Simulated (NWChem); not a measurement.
# SiPH3F2 (SMILES FP(F)[SiH3]): levels of theory compared

Wanted: a comparison of 4 runs (HF/STO-3G, HF/3-21G, B3LYP/6-31G*) of SiPH3F2. 

The calculation is run with NWChem 7.3.0.

## 1. The system as given

The species is SiPH3F2 (7 atoms), meant as a singlet with charge 0. As SMILES, `FP(F)[SiH3]`. The coordinates come from a GFN2-xTB relaxation.

Bond lengths: F1–P2 1.632 Å, P2–F3 1.632 Å, P2–Si4 2.297 Å, Si4–H5 1.463 Å, Si4–H6 1.462 Å, Si4–H7 1.461 Å. Angles: F1–P2–F3 94.0°, F1–P2–Si4 95.8°, F3–P2–Si4 95.5°, P2–Si4–H5 110.2°, P2–Si4–H6 105.9°, P2–Si4–H7 106.1°, H5–Si4–H6 111.4°, H5–Si4–H7 111.1°, H6–Si4–H7 111.9°.

## 2. Energy and gradient at HF/STO-3G (run 1)

run.py reads:

```python
from ase import Atoms
from ase.calculators.nwchem import NWChem

molecule = Atoms(['F', 'P', 'F', 'Si', 'H', 'H', 'H'], positions=[
    [1.606480, -0.707980, 1.260600],
    [-0.024520, -0.757930, 1.278250],
    [-0.105750, -2.119560, 0.382560],
    [-0.318330, 0.684090, -0.485350],
    [0.550240, 0.302110, -1.599030],
    [0.019410, 2.012710, 0.021820],
    [-1.727530, 0.586560, -0.858840],
])

calc = NWChem(
    label='f2h3psi',
    theory='scf',
    memory='2200 mb',
    basis='STO-3G',
    basispar='spherical bse',
    scf={'nopen': '0', 'rhf': None, 'thresh': '1e-08', 'maxiter': '80'},
)
molecule.calc = calc

forces = molecule.get_forces()
print(f"energy = {molecule.get_potential_energy():.6f} eV")
print("forces (eV/A):")
for s, f in zip(molecule.symbols, forces):
    print(f"{s:2s} {f[0]:10.5f} {f[1]:10.5f} {f[2]:10.5f}")
print("dipole (e A):", molecule.get_dipole_moment().round(4))
```

On the command line:

```console
export ASE_NWCHEM_COMMAND="nwchem PREFIX.nwi > PREFIX.nwo"
python run.py
```

Standard output:

```text
energy = -22322.378503 eV
forces (eV/A):
F     0.42567   -0.04566    0.21309
P    -0.26282    0.94673   -1.05014
F    -0.08346   -0.48995   -0.03708
Si   -0.07621   -0.29398    0.67815
H    -0.72099    0.42392    0.77529
H    -0.35707   -0.85880   -0.66170
H     1.07493    0.31774    0.08238
dipole (e A): [-0.2042  0.2533 -0.0086]
```

The calculator wrote f2h3psi.nwi:

```
title "f2h3psi"

permanent_dir f2h3psi

scratch_dir f2h3psi

start f2h3psi

geometry units angstrom nocenter noautosym noautoz
  F  1.6064799999999999e+00 -7.0798000000000005e-01 1.2605999999999999e+00
  P  -2.4520000000000000e-02 -7.5792999999999999e-01 1.2782500000000001e+00
  F  -1.0575000000000000e-01 -2.1195599999999999e+00 3.8256000000000001e-01
  Si -3.1833000000000000e-01 6.8408999999999998e-01 -4.8535000000000000e-01
  H  5.5023999999999995e-01 3.0210999999999999e-01 -1.5990300000000000e+00
  H  1.9410000000000000e-02 2.0127100000000002e+00 2.1819999999999999e-02
  H  -1.7275300000000000e+00 5.8655999999999997e-01 -8.5884000000000005e-01
end

memory 2200 mb

basis spherical bse noprint
   * library STO-3G
end

scf
  nopen 0
  rhf
  thresh 1e-08
  maxiter 80
end

task scf gradient
```

f2h3psi.nwo:

```text
Northwest Computational Chemistry Package (NWChem) 7.3.0
             --------------------------------------------------------

           Job information
           ---------------

    nwchem branch   = 7.3.0
    use scalapack   = T
    input           = f2h3psi.nwi
    prefix          = f2h3psi.
    data base       = f2h3psi/f2h3psi.db
    status          = startup
    nproc           =        1

           Memory information
           ------------------

    heap     =     72089600 doubles =      550.0 Mbytes
    stack    =     72089597 doubles =      550.0 Mbytes
    global   =    144179200 doubles =     1100.0 Mbytes (distinct from heap & stack)
    total    =    288358397 doubles =     2200.0 Mbytes
    verify   = yes
    hardfail = no

[... 138 lines left out ...]
 Convergence threshold     :          1.000E-08
[... 12 lines left out ...]
       Final RHF  results
[... 3 lines left out ...]
      One-electron energy =  -1607.350117211005
[... 1 line left out ...]
 Nuclear repulsion energy =    230.869772750937
[... 39 lines left out ...]
                       ROHF Final Molecular Orbital Analysis
[... 209 lines left out ...]
                 ----------------------------------------
                 |  Time  |  1-e(secs)   |  2-e(secs)   |
                 ----------------------------------------
                 |  CPU   |       0.00   |       0.59   |
                 ----------------------------------------
                 |  WALL  |       0.00   |       0.59   |
                 ----------------------------------------

 Task  times  cpu:        2.4s     wall:        2.4s
 Total times  cpu:        2.4s     wall:        2.4s
```

It took 3.6 s on 1 thread of Intel Xeon Platinum 8259CL at 2.50GHz (Skylake/Cascade Lake), shared host; peak memory 0.098 GiB.

## 3. Energy and gradient at HF/3-21G (run 2)

sp.nw reads:

```
start sp
title "F2H3PSi"
memory total 2200 mb

geometry units angstroms noautosym nocenter noautoz
  F     1.606480   -0.707980    1.260600
  P    -0.024520   -0.757930    1.278250
  F    -0.105750   -2.119560    0.382560
  Si   -0.318330    0.684090   -0.485350
  H     0.550240    0.302110   -1.599030
  H     0.019410    2.012710    0.021820
  H    -1.727530    0.586560   -0.858840
end

basis spherical bse
  F library 3-21G
  P library 3-21G
  Si library 3-21G
  H library 3-21G
end

scf
  nopen 0
  rhf
  thresh 1e-08
  maxiter 80
  noprint "final vectors analysis"
end

task scf gradient
```

On the command line:

```console
nwchem sp.nw > sp.out
```

Standard output:

```text
[...]
  functions       =    50
[...]
  wavefunction    = RHF
[...]
         Total SCF energy =   -825.942014136045
      One-electron energy =  -1607.992294154947
      Two-electron energy =    551.180507267964
 Nuclear repulsion energy =    230.869772750938
        Time for solution =      1.9s
[...]
                         RHF ENERGY GRADIENTS
    atom               coordinates                        gradient
                 x          y          z           x          y          z
   1 F       3.035807  -1.337888   2.382189   -0.012818  -0.006225  -0.003193
   2 P      -0.046336  -1.432280   2.415542    0.003458   0.003114  -0.011476
   3 F      -0.199839  -4.005388   0.722934    0.007367   0.010793   0.006972
   4 Si     -0.601556   1.292743  -0.917179   -0.001681   0.000280   0.001883
   5 H       1.039803   0.570905  -3.021729   -0.003980   0.002053   0.004214
   6 H       0.036680   3.803470   0.041234   -0.000676  -0.008651  -0.001302
   7 H      -3.264558   1.108438  -1.622972    0.008329  -0.001364   0.002903
[...]
```

It took 3.6 s on 1 thread of Intel Xeon Platinum 8259CL at 2.50GHz (Skylake/Cascade Lake), shared host; peak memory 0.098 GiB.

## 4. Energy and forces at B3LYP/6-31G(d) (spherical functions) (run 3)

f2h3psi.xyz reads:

```xyz
7

F      1.606480    -0.707980     1.260600
P     -0.024520    -0.757930     1.278250
F     -0.105750    -2.119560     0.382560
Si    -0.318330     0.684090    -0.485350
H      0.550240     0.302110    -1.599030
H      0.019410     2.012710     0.021820
H     -1.727530     0.586560    -0.858840
```

f2h3psi.nw reads:

```
start f2h3psi
memory total 2200 mb

geometry noautosym nocenter noautoz
load f2h3psi.xyz
end

basis spherical bse
* library 6-31G*
end

dft
xc b3lyp
mult 1
grid xfine
convergence energy 1e-08
iterations 100
mulliken
print medium
end

task dft gradient
```

On the command line:

```console
nwchem f2h3psi.nw > f2h3psi.out
```

Standard output:

```text
[...]
          Wavefunction type:  closed shell.
          No. of atoms     :     7
          No. of electrons :    50
[...]
          Charge           :     0
          Spin multiplicity:     1
[...]
          AO basis - number of functions:    70
[...]
              XC Information
              --------------
                         B3LYP Method XC Potential
                     Hartree-Fock (Exact) Exchange  0.200
                        Slater Exchange Functional  0.800 local
                    Becke 1988 Exchange Functional  0.720 non-local
              Lee-Yang-Parr Correlation Functional  0.810
                  VWN I RPA Correlation Functional  0.190 local
[...]
 d= 0,ls=0.0,diis     1   -832.2622604202 -1.06D+03  1.96D-02  7.40D-01     3.7
[...]
 d= 0,ls=0.0,diis     8   -832.3517538162 -4.17D-09  4.58D-06  1.21D-07    23.2
         Total DFT energy =     -832.351753816178
      One electron energy =    -1613.926845517622
           Coulomb energy =      617.058473315505
    Exchange-Corr. energy =      -66.353154364999
 Nuclear repulsion energy =      230.869772750938
[...]
      Total Density - Mulliken Population Analysis
     ---------------------------------------------
    Atom       Charge   Shell Charges
 -----------   ------   -------------------------------------------------------
    1 F    9     9.39   2.00  0.93  3.30  1.04  2.11  0.01
    2 P   15    14.24   2.00  2.00  5.96  1.29  1.93  0.42  0.43  0.21
    3 F    9     9.39   2.00  0.93  3.30  1.04  2.11  0.01
    4 Si  14    13.85   2.00  2.00  5.96  1.05  2.03  0.28  0.40  0.14
    5 H    1     1.02   0.51  0.51
    6 H    1     1.05   0.51  0.53
    7 H    1     1.05   0.51  0.53
[...]
  wavefunction    = closed shell
                         DFT ENERGY GRADIENTS
    atom               coordinates                        gradient
                 x          y          z           x          y          z
   1 F       3.035807  -1.337888   2.382189    0.001021  -0.006374  -0.005822
   2 P      -0.046336  -1.432280   2.415542   -0.011497   0.009902   0.006792
   3 F      -0.199839  -4.005388   0.722934    0.008456   0.000079  -0.002158
   4 Si     -0.601556   1.292743  -0.917179   -0.002177   0.007100  -0.008047
   5 H       1.039803   0.570905  -3.021729   -0.004471   0.001437   0.006240
   6 H       0.036680   3.803470   0.041234   -0.000928  -0.010321  -0.001007
   7 H      -3.264558   1.108438  -1.622972    0.009596  -0.001822   0.004002
[...]
```

Run time: 33 s. Hardware: 1 thread of Intel Xeon Platinum 8259CL at 2.50GHz (Skylake/Cascade Lake), shared host; peak memory 0.13 GiB.

## 5. Energy and gradient at B3LYP/6-31G(d) (Cartesian functions) (run 4)

run.py reads:

```python
from ase import Atoms
from ase.calculators.nwchem import NWChem

mol = Atoms(['F', 'P', 'F', 'Si', 'H', 'H', 'H'], positions=[
    [1.606480, -0.707980, 1.260600],
    [-0.024520, -0.757930, 1.278250],
    [-0.105750, -2.119560, 0.382560],
    [-0.318330, 0.684090, -0.485350],
    [0.550240, 0.302110, -1.599030],
    [0.019410, 2.012710, 0.021820],
    [-1.727530, 0.586560, -0.858840],
])

calc = NWChem(
    label='input',
    theory='dft',
    memory='2200 mb',
    basis='6-31G*',
    dft={'xc': 'b3lyp', 'mult': '1', 'grid': 'xfine', 'convergence': 'energy 1e-08', 'iterations': '100', 'mulliken': None},
)
mol.calc = calc

forces = mol.get_forces()
e = mol.get_potential_energy()
print(f"E = {e:.6f} eV")
print("forces (eV/A):")
for s, f in zip(mol.symbols, forces):
    print(f"{s:2s} {f[0]:10.5f} {f[1]:10.5f} {f[2]:10.5f}")
print("dipole (e A):", mol.get_dipole_moment().round(4))
```

On the command line:

```console
export ASE_NWCHEM_COMMAND="nwchem PREFIX.nwi > PREFIX.nwo"
python run.py
```

Standard output:

```text
E = -22649.611197 eV
forces (eV/A):
F    -0.06628    0.32967    0.30545
P     0.61388   -0.53104   -0.35831
F    -0.43930    0.00571    0.12177
Si    0.10732   -0.35373    0.40438
H     0.22857   -0.07364   -0.31861
H     0.04700    0.52888    0.05070
H    -0.49124    0.09421   -0.20543
dipole (e A): [-0.2351  0.3167 -0.0521]
```

The calculator wrote input.nwi:

```
title "input"

permanent_dir input

scratch_dir input

start input

geometry units angstrom nocenter noautosym noautoz
  F  1.6064799999999999e+00 -7.0798000000000005e-01 1.2605999999999999e+00
  P  -2.4520000000000000e-02 -7.5792999999999999e-01 1.2782500000000001e+00
  F  -1.0575000000000000e-01 -2.1195599999999999e+00 3.8256000000000001e-01
  Si -3.1833000000000000e-01 6.8408999999999998e-01 -4.8535000000000000e-01
  H  5.5023999999999995e-01 3.0210999999999999e-01 -1.5990300000000000e+00
  H  1.9410000000000000e-02 2.0127100000000002e+00 2.1819999999999999e-02
  H  -1.7275300000000000e+00 5.8655999999999997e-01 -8.5884000000000005e-01
end

memory 2200 mb

basis noprint
   * library 6-31G*
end

dft
  xc b3lyp
  mult 1
  grid xfine
  convergence energy 1e-08
  iterations 100
  mulliken
end

task dft gradient
```

input.nwo:

```text
Northwest Computational Chemistry Package (NWChem) 7.3.0
             --------------------------------------------------------

           Job information
           ---------------

    nwchem branch   = 7.3.0
    use scalapack   = T
    input           = input.nwi
    prefix          = input.
    data base       = input/input.db
    status          = startup
    nproc           =        1

           Memory information
           ------------------

    heap     =     72089600 doubles =      550.0 Mbytes
    stack    =     72089597 doubles =      550.0 Mbytes
    global   =    144179200 doubles =     1100.0 Mbytes (distinct from heap & stack)
    total    =    288358397 doubles =     2200.0 Mbytes
    verify   = yes
    hardfail = no

[... 109 lines left out ...]
  convergence criterion.
[... 41 lines left out ...]
          Spatial weights used:  Erf1
[... 74 lines left out ...]
         Total DFT energy =     -832.357865825290
[... 3 lines left out ...]
 Nuclear repulsion energy =      230.869772750937
[... 590 lines left out ...]
          Convergence on gradient requested:  5.00D-04
[... 28 lines left out ...]
          total energy or number of iterations.
[... 38 lines left out ...]
                 ----------------------------------------
                 |  Time  |  1-e(secs)   |  2-e(secs)   |
                 ----------------------------------------
                 |  CPU   |       0.01   |       5.24   |
                 ----------------------------------------
                 |  WALL  |       0.01   |       5.24   |
                 ----------------------------------------

 Task  times  cpu:       32.9s     wall:       32.9s
 Total times  cpu:       32.9s     wall:       32.9s
```

It took 34 s on 1 thread of Intel Xeon Platinum 8259CL at 2.50GHz (Skylake/Cascade Lake), shared host; peak memory 0.14 GiB.

## 6. All runs side by side

| run | level | iteration cap | module | energy (Eh) | dipole moment (D) | HOMO energy (eV) | LUMO energy (eV) | wall time |
| --- | --- | --- | --- | --- | --- | --- | --- | --- |
| 1 | HF/STO-3G | 80 | scf | -820.332286 | 1.56 | -6.84 | 9.75 | 3.6 s |
| 2 | HF/3-21G | 80 | scf | -825.942014 | 2.96 | – | – | 3.6 s |
| 3 | B3LYP/6-31G* (spherical functions) | 100 | dft | -832.351754 | 1.91 | -6.87 | -0.95 | 33 s |
| 4 | B3LYP/6-31G* (Cartesian functions) | 100 | dft | -832.357866 | 1.91 | -6.88 | -0.98 | 34 s |

## 7. Results

| quantity | value |
| --- | --- |
| run 4: total energy | -832.35787 Eh |
| run 4: dipole moment | 1.91 D |
| run 4: HOMO energy | -6.88 eV |
| run 4: LUMO energy | -0.98 eV |
| run 4: HOMO–LUMO gap | 5.90 eV |
| run 4: largest force on an atom | 0.887 eV/Å |

**Reading.** The dipole moment (its size) runs from 1.56 D (HF/STO-3G) to 2.96 D (HF/3-21G). Over runs 1, 3, 4 the HOMO–LUMO gap runs from 5.90 eV (B3LYP/6-31G*) to 16.59 eV (HF/STO-3G). The two ends differ in method and basis. In run 1 the basis is minimal, so the values are rough. All runs together took 74 s, the longest 34 s.
